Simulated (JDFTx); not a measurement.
# Ba2CoWO6 (Fm-3m) in JDFTx: reference runs

How does Ba2CoWO6 come out in PBEsol? The cell is run as given.

Everything below comes from runs of JDFTx 1.7.0 (patched build). Logs are shortened: lines on timing, memory, paths and dates and some standing lists are left out, and cuts for length are marked. The log counts tension as positive stress, the text compression.

### 1 Starting point

It takes space group Fm-3m (No. 225, cubic). The conventional cell has a = 8.108 Å, b = 8.108 Å, c = 8.108 Å, α = 90.00°, β = 90.00°, γ = 90.00°. W (site symmetry m-3m) is surrounded by 6 O at 1.93 Å. Ba (site symmetry -43m) is surrounded by 12 O at 2.87 Å. Co (site symmetry m-3m) has 6 O at 2.13 Å as nearest neighbours. Around O (site symmetry 4mm) lie 1 W at 1.93 Å and 1 Co at 2.13 Å.

### 2 Single point, PBEsol, collinear spin, ferromagnetic start

File Ba2CoWO6.in:

```
lattice \
    0.0000000000     7.6609402606     7.6609402606 \
    7.6609402606     0.0000000000     7.6609402606 \
    7.6609402606     7.6609402606     0.0000000000
coords-type Lattice
ion W      0.5000000000     0.5000000000     0.5000000000 1
ion Ba     0.7500000000     0.7500000000     0.7500000000 1
ion Ba     0.2500000000     0.2500000000     0.2500000000 1
ion Co     0.0000000000     0.0000000000     0.0000000000 1
ion O      0.7375000000     0.7375000000     0.2625000000 1
ion O      0.2625000000     0.2625000000     0.7375000000 1
ion O      0.7375000000     0.2625000000     0.7375000000 1
ion O      0.2625000000     0.7375000000     0.7375000000 1
ion O      0.2625000000     0.7375000000     0.2625000000 1
ion O      0.7375000000     0.2625000000     0.2625000000 1

ion-species pseudo/W.upf
ion-species pseudo/Ba.upf
ion-species pseudo/Co.upf
ion-species pseudo/O.upf
elec-cutoff 48 384
elec-ex-corr gga-PBEsol
kpoint-folding 6 6 6
elec-smearing Fermi 0.0018374661
elec-n-bands 56
spintype z-spin
initial-magnetic-moments Co 2
elec-initial-magnetization 2 no
electronic-SCF nIterations 100 energyDiffThreshold 1e-09
electronic-minimize nIterations 30 energyDiffThreshold 1e-7
converge-empty-states yes
forces-output-coords Cartesian

dump-name run.$VAR
dump End Ecomponents EigStats BandEigs Kpoints Forces Stress
```

Potentials or basis: PseudoDojo-SR-PBEsol-0.4.1-standard with smoothed tails.

On the command line:

```
$ jdftx -c 1 -i Ba2CoWO6.in -o Ba2CoWO6.out
```

Standard output:

```text
*************** JDFTx 1.7.0 (patched build) ***************

Input parsed successfully to the following command list (including defaults):
[... the input with its defaults ...]

---------- Setting up symmetries ----------

Found 48 point-group symmetries of the bravais lattice
Found 48 space-group symmetries with basis
Applied RMS atom displacement 1.12247e-16 bohrs to make symmetries exact.

---------- Initializing the Grid ----------
R =
[            0      7.66094      7.66094  ]
[      7.66094            0      7.66094  ]
[      7.66094      7.66094            0  ]
unit cell volume = 899.241
G =
[  -0.410079   0.410079   0.410079  ]
[   0.410079  -0.410079   0.410079  ]
[   0.410079   0.410079  -0.410079  ]
Minimum fftbox size, Smin = [  96  96  96  ]
Chosen fftbox size, S = [  96  96  96  ]

---------- Initializing tighter grid for wavefunction operations ----------
R =
[            0      7.66094      7.66094  ]
[      7.66094            0      7.66094  ]
[      7.66094      7.66094            0  ]
unit cell volume = 899.241
G =
[  -0.410079   0.410079   0.410079  ]
[   0.410079  -0.410079   0.410079  ]
[   0.410079   0.410079  -0.410079  ]
Minimum fftbox size, Smin = [  68  68  68  ]
Chosen fftbox size, S = [  70  70  70  ]

---------- Exchange Correlation functional ----------
Initalized PBEsol GGA exchange.
Initalized PBEsol GGA correlation.

---------- Setting up pseudopotentials ----------
Width of ionic core gaussian charges (only for fluid interactions / plotting) set to 0

Reading pseudopotential file 'pseudo/W.upf':
  'W' pseudopotential, 'PBESOL' functional
  Generated using ONCVPSP code by D. R. Hamann
  14 valence electrons, 4 orbitals, 8 projectors, 1001 radial grid points, with lMax = 3
    5S    l: 0   occupation:  2.0   eigenvalue: -2.907164
    5P    l: 1   occupation:  6.0   eigenvalue: -1.588366
    5D    l: 2   occupation:  4.0   eigenvalue: -0.165815
    6S    l: 0   occupation:  2.0   eigenvalue: -0.211168
  Core radius for overlap checks: 2.00 bohrs.

Reading pseudopotential file 'pseudo/Ba.upf':
  'Ba' pseudopotential, 'PBESOL' functional
  Generated using ONCVPSP code by D. R. Hamann
  10 valence electrons, 3 orbitals, 6 projectors, 1001 radial grid points, with lMax = 2
    5S    l: 0   occupation:  2.0   eigenvalue: -1.238581
    5P    l: 1   occupation:  6.0   eigenvalue: -0.688736
    6S    l: 0   occupation:  2.0   eigenvalue: -0.119319
  Core radius for overlap checks: 2.08 bohrs.

Reading pseudopotential file 'pseudo/Co.upf':
  'Co' pseudopotential, 'PBESOL' functional
  Generated using ONCVPSP code by D. R. Hamann
  17 valence electrons, 4 orbitals, 6 projectors, 1001 radial grid points, with lMax = 2
    3S    l: 0   occupation:  2.0   eigenvalue: -3.753490
    3P    l: 1   occupation:  6.0   eigenvalue: -2.407467
    3D    l: 2   occupation:  7.0   eigenvalue: -0.302441
    4S    l: 0   occupation:  2.0   eigenvalue: -0.201732
  Core radius for overlap checks: 1.60 bohrs.

Reading pseudopotential file 'pseudo/O.upf':
  'O' pseudopotential, 'PBESOL' functional
  Generated using ONCVPSP code by D. R. Hamann
  6 valence electrons, 2 orbitals, 5 projectors, 936 radial grid points, with lMax = 2
    2S    l: 0   occupation:  2.0   eigenvalue: -0.874950
    2P    l: 1   occupation:  4.0   eigenvalue: -0.329796
  Core radius for overlap checks: 1.39 bohrs.

Initialized 4 species with 10 total atoms.

Folded 1 k-points by 6x6x6 to 216 k-points.

---------- Setting up k-points, bands, fillings ----------
Reduced to 16 k-points under symmetry.
Computing the number of bands and number of electrons
Calculating initial fillings.
nElectrons:  87.000000   nBands: 56   nStates: 32

----- Setting up reduced wavefunction bases (one per k-point) -----
average nbasis = 14282.236 , ideal nbasis = 14283.416

---------- Setting up ewald sum ----------
Optimum gaussian width for ewald sums = 2.660833 bohr.
Real space sum over 729 unit cells with max indices [  4  4  4  ]
Reciprocal space sum over 4913 terms with max indices [  8  8  8  ]

---------- Allocating electronic variables ----------
Initializing wave functions:  linear combination of atomic orbitals
Note: number of bands (56) exceeds available atomic orbitals (54)
W pseudo-atom occupations:   s ( 2 2 )  p ( 6 )  d ( 4 )
Ba pseudo-atom occupations:   s ( 2 2 )  p ( 6 )
Co (M=2) pseudo-atom majority spin occupations:   s ( 1 0.5 )  p ( 3 )  d ( 5 )
Co (M=2) pseudo-atom minority spin occupations:   s ( 1 0 )  p ( 3 )  d ( 3.5 )
O pseudo-atom occupations:   s ( 2 )  p ( 4 )
	FillingsUpdate:  mu: +0.721484992  nElectrons: 87.000000  magneticMoment: [ Abs: 0.16396  Tot: +0.15868 ]
LCAOMinimize: Iter:   0  F: -348.7189050614668417  |grad|_K:  1.415e-02  alpha:  1.000e+00
	FillingsUpdate:  mu: +0.668054221  nElectrons: 87.000000  magneticMoment: [ Abs: 0.46766  Tot: +0.46325 ]
LCAOMinimize: Iter:   1  F: -350.8191426101548132  |grad|_K:  1.256e-02  alpha:  1.149e-01  linmin: -2.563e-02  cgtest:  8.948e-01
LCAOMinimize: Encountered beta<0, resetting CG.
[... 57 lines of inner loops ...]
LCAOMinimize: Iter:  23  F: -358.5315595082639675  |grad|_K:  3.563e-06  alpha:  1.987e-01  linmin: -2.834e-03  cgtest:  3.215e-02
	FillingsUpdate:  mu: +0.549298024  nElectrons: 87.000000  magneticMoment: [ Abs: 2.97516  Tot: +2.87057 ]
LCAOMinimize: Iter:  24  F: -358.5315597431435322  |grad|_K:  2.307e-06  alpha:  3.673e-01  linmin:  1.761e-04  cgtest: -1.404e-02
LCAOMinimize: Converged (|Delta F|<1.000000e-06 for 2 iters).

-------- Electronic minimization -----------
Will mix electronic density at each iteration.
	FillingsUpdate:  mu: +0.549298024  nElectrons: 87.000000  magneticMoment: [ Abs: 2.97516  Tot: +2.87057 ]
	FillingsUpdate:  mu: +0.538826793  nElectrons: 87.000000  magneticMoment: [ Abs: 2.97516  Tot: +2.87057 ]
SCF: Cycle:  0   F: -358.727602001787432   dF: -1.960e-01   |Residual|: 7.714e-01   |deigs|: 7.762e-02
	FillingsUpdate:  mu: +0.448820832  nElectrons: 87.000000  magneticMoment: [ Abs: 3.31656  Tot: +2.91222 ]
SCF: Cycle:  1   F: -359.170321687952196   dF: -4.427e-01   |Residual|: 1.628e-01   |deigs|: 7.013e-02
	FillingsUpdate:  mu: +0.457270371  nElectrons: 87.000000  magneticMoment: [ Abs: 3.12938  Tot: +2.96712 ]
SCF: Cycle:  2   F: -359.245672246169704   dF: -7.535e-02   |Residual|: 6.941e-02   |deigs|: 2.306e-02
	FillingsUpdate:  mu: +0.439958385  nElectrons: 87.000000  magneticMoment: [ Abs: 3.21755  Tot: +2.98963 ]
SCF: Cycle:  3   F: -359.250774904041691   dF: -5.103e-03   |Residual|: 5.108e-02   |deigs|: 9.427e-03
	FillingsUpdate:  mu: +0.444030222  nElectrons: 87.000000  magneticMoment: [ Abs: 3.19575  Tot: +2.99555 ]
SCF: Cycle:  4   F: -359.252137889901348   dF: -1.363e-03   |Residual|: 2.023e-02   |deigs|: 2.842e-03
	FillingsUpdate:  mu: +0.443686041  nElectrons: 87.000000  magneticMoment: [ Abs: 3.19025  Tot: +2.99990 ]
SCF: Cycle:  5   F: -359.252254110086653   dF: -1.162e-04   |Residual|: 6.967e-03   |deigs|: 9.564e-04
	FillingsUpdate:  mu: +0.442646022  nElectrons: 87.000000  magneticMoment: [ Abs: 3.18935  Tot: +3.00037 ]
SCF: Cycle:  6   F: -359.252290362199801   dF: -3.625e-05   |Residual|: 3.677e-03   |deigs|: 7.337e-04
	FillingsUpdate:  mu: +0.442060743  nElectrons: 87.000000  magneticMoment: [ Abs: 3.18476  Tot: +3.00010 ]
SCF: Cycle:  7   F: -359.252296886750912   dF: -6.525e-06   |Residual|: 2.922e-03   |deigs|: 5.697e-04
	FillingsUpdate:  mu: +0.442433447  nElectrons: 87.000000  magneticMoment: [ Abs: 3.18472  Tot: +2.99994 ]
SCF: Cycle:  8   F: -359.252301837361131   dF: -4.951e-06   |Residual|: 1.051e-03   |deigs|: 2.885e-04
	FillingsUpdate:  mu: +0.442515609  nElectrons: 87.000000  magneticMoment: [ Abs: 3.18592  Tot: +2.99995 ]
SCF: Cycle:  9   F: -359.252302836873071   dF: -9.995e-07   |Residual|: 2.326e-04   |deigs|: 1.219e-04
	FillingsUpdate:  mu: +0.442464889  nElectrons: 87.000000  magneticMoment: [ Abs: 3.18632  Tot: +2.99998 ]
SCF: Cycle: 10   F: -359.252303034174247   dF: -1.973e-07   |Residual|: 1.134e-04   |deigs|: 9.083e-05
	FillingsUpdate:  mu: +0.442479567  nElectrons: 87.000000  magneticMoment: [ Abs: 3.18641  Tot: +2.99999 ]
SCF: Cycle: 11   F: -359.252303129163010   dF: -9.499e-08   |Residual|: 4.220e-05   |deigs|: 3.274e-04
	FillingsUpdate:  mu: +0.442484212  nElectrons: 87.000000  magneticMoment: [ Abs: 3.18638  Tot: +3.00000 ]
SCF: Cycle: 12   F: -359.252303173210805   dF: -4.405e-08   |Residual|: 2.169e-05   |deigs|: 3.209e-04
	FillingsUpdate:  mu: +0.442486040  nElectrons: 87.000000  magneticMoment: [ Abs: 3.18639  Tot: +3.00000 ]
SCF: Cycle: 13   F: -359.252303198501750   dF: -2.529e-08   |Residual|: 1.417e-05   |deigs|: 2.311e-04
	FillingsUpdate:  mu: +0.442484720  nElectrons: 87.000000  magneticMoment: [ Abs: 3.18640  Tot: +3.00000 ]
SCF: Cycle: 14   F: -359.252303211660603   dF: -1.316e-08   |Residual|: 6.522e-06   |deigs|: 9.241e-05
	FillingsUpdate:  mu: +0.442485626  nElectrons: 87.000000  magneticMoment: [ Abs: 3.18640  Tot: +3.00000 ]
SCF: Cycle: 15   F: -359.252303218284055   dF: -6.623e-09   |Residual|: 5.096e-06   |deigs|: 1.354e-04
	FillingsUpdate:  mu: +0.442485451  nElectrons: 87.000000  magneticMoment: [ Abs: 3.18640  Tot: +3.00000 ]
SCF: Cycle: 16   F: -359.252303223242336   dF: -4.958e-09   |Residual|: 3.447e-06   |deigs|: 2.219e-04
	FillingsUpdate:  mu: +0.442485540  nElectrons: 87.000000  magneticMoment: [ Abs: 3.18641  Tot: +3.00000 ]
SCF: Cycle: 17   F: -359.252303224694913   dF: -1.453e-09   |Residual|: 1.863e-06   |deigs|: 1.962e-04
	FillingsUpdate:  mu: +0.442485817  nElectrons: 87.000000  magneticMoment: [ Abs: 3.18640  Tot: +3.00000 ]
SCF: Cycle: 18   F: -359.252303225521644   dF: -8.267e-10   |Residual|: 2.146e-06   |deigs|: 3.156e-04
	FillingsUpdate:  mu: +0.442485951  nElectrons: 87.000000  magneticMoment: [ Abs: 3.18641  Tot: +3.00000 ]
SCF: Cycle: 19   F: -359.252303225924265   dF: -4.026e-10   |Residual|: 1.088e-06   |deigs|: 2.660e-04
SCF: Converged (|Delta E|<1.000000e-09 for 2 iters).

Setting wave functions to eigenvectors of Hamiltonian
Converging empty states (this may take a while):
EmptyStates: None of the convergence criteria satisfied.
|deigs|: 7.784e-04

# Stress tensor in Cartesian coordinates [Eh/a0^3]:
[   9.9655e-05            0            0  ]
[            0   9.9655e-05            0  ]
[            0            0   9.9655e-05  ]

# Ionic positions in lattice coordinates:
ion W   0.500000000000000   0.500000000000000   0.500000000000000 1
ion Ba   0.750000000000000   0.750000000000000   0.750000000000000 1
ion Ba   0.250000000000000   0.250000000000000   0.250000000000000 1
ion Co  -0.000000000000000  -0.000000000000000  -0.000000000000000 1
ion O   0.737500000000000   0.737500000000000   0.262500000000000 1
ion O   0.262500000000000   0.262500000000000   0.737500000000000 1
ion O   0.737500000000000   0.262500000000000   0.737500000000000 1
ion O   0.262500000000000   0.737500000000000   0.737500000000000 1
ion O   0.262500000000000   0.737500000000000   0.262500000000000 1
ion O   0.737500000000000   0.262500000000000   0.262500000000000 1

# Forces in Cartesian coordinates:
force W   0.000000000000000  -0.000000000000000   0.000000000000000 1
force Ba  -0.000000000000000   0.000000000000000   0.000000000000000 1
force Ba   0.000000000000000  -0.000000000000000   0.000000000000000 1
force Co   0.000000000000000  -0.000000000000000  -0.000000000000000 1
force O  -0.000000000000000   0.000000000000000   0.009124625632702 1
force O   0.000000000000000  -0.000000000000000  -0.009124625632702 1
force O  -0.000000000000000   0.009124625632702   0.000000000000000 1
force O   0.009124625632702   0.000000000000000  -0.000000000000000 1
force O   0.000000000000000  -0.009124625632702  -0.000000000000000 1
force O  -0.009124625632702  -0.000000000000000   0.000000000000000 1

# Energy components:
   Eewald =     -249.6988318755127523
       EH =      104.2079935723952389
     Eloc =     -308.6235681856468318
      Enl =      -15.0126721468388986
      Exc =      -82.3918437707902598
 Exc_core =       24.8852710846875347
       KE =      167.3830351797192861
-------------------------------------
     Etot =     -359.2506161419865975
       TS =        0.0016870839376661
-------------------------------------
        F =     -359.2523032259242655

IonicMinimize: Iter:   0  F: -359.252303225924265  |grad|_K:  4.081e-03
IonicMinimize: None of the convergence criteria satisfied after 0 iterations.

#--- Lowdin population analysis ---
# oxidation-state W +1.590
# magnetic-moments W -0.052
# oxidation-state Ba +1.737 +1.737
# magnetic-moments Ba -0.003 -0.003
# oxidation-state Co +1.175
# magnetic-moments Co +2.571
# oxidation-state O -0.902 -0.902 -0.902 -0.902 -0.902 -0.902
# magnetic-moments O +0.084 +0.084 +0.084 +0.084 +0.084 +0.084

Dumping 'run.eigStats' ...
	eMin: -3.099907 at state 3 ( [ +0.000000 +0.000000 +0.500000 ] spin 1 )
	HOMO: +0.441041 at state 19 ( [ +0.000000 +0.000000 +0.500000 ] spin -1 )
	mu  : +0.442486
	LUMO: +0.442646 at state 22 ( [ +0.000000 +0.166667 +0.500000 ] spin -1 )
	eMax: +0.719585 at state 28 ( [ +0.000000 +0.500000 +0.500000 ] spin -1 )
	HOMO-LUMO gap: +0.001605
	Optical gap  : +0.006399 at state 22 ( [ +0.000000 +0.166667 +0.500000 ] spin -1 )
WARNING: the last solve of the electrons (or of bands or displaced states from it) ended unconverged.
Done!
```

It took 29 min on 1 thread of Intel Xeon 6975P-C (Granite Rapids), shared host; peak memory 1.7 GiB.

What came out:

| Property | Result |
| --- | --- |
| Free energy | -9775.7532 eV |
| Pressure | -2.9 GPa |
| Largest force | 0.469 eV/Å |
| Band gap on the k mesh | none (metal or under the smearing width) |
| Net moment | 3.00 μB per cell |
| Absolute moment | 3.19 μB per cell |
| Site moments | W -0.05; Ba -0.00; Co +2.57; O +0.08 μB |
| Loewdin charges | W +1.59; Ba +1.74; Co +1.18; O -0.90 e |

Forces on the atoms (eV/Å):
```
W    0.000  0.000  0.000
Ba   0.000  0.000  0.000
Ba   0.000  0.000  0.000
Co   0.000  0.000  0.000
O    0.000  0.000  0.469
O    0.000  0.000 -0.469
O    0.000  0.469  0.000
O    0.469  0.000  0.000
O    0.000 -0.469  0.000
O   -0.469  0.000  0.000
```

Caveat: the atomic charges don't sum to the cell's charge; this release of the barium file is off; the empty levels aren't tightly converged; a cell with one magnetic atom can't hold antiferromagnetic order, which such compounds often take; semilocal functionals often make such compounds metallic where correlation or magnetic order opens a gap, which also shifts bond lengths. The run has no spin-orbit coupling, so splittings on Ba, W are missing.
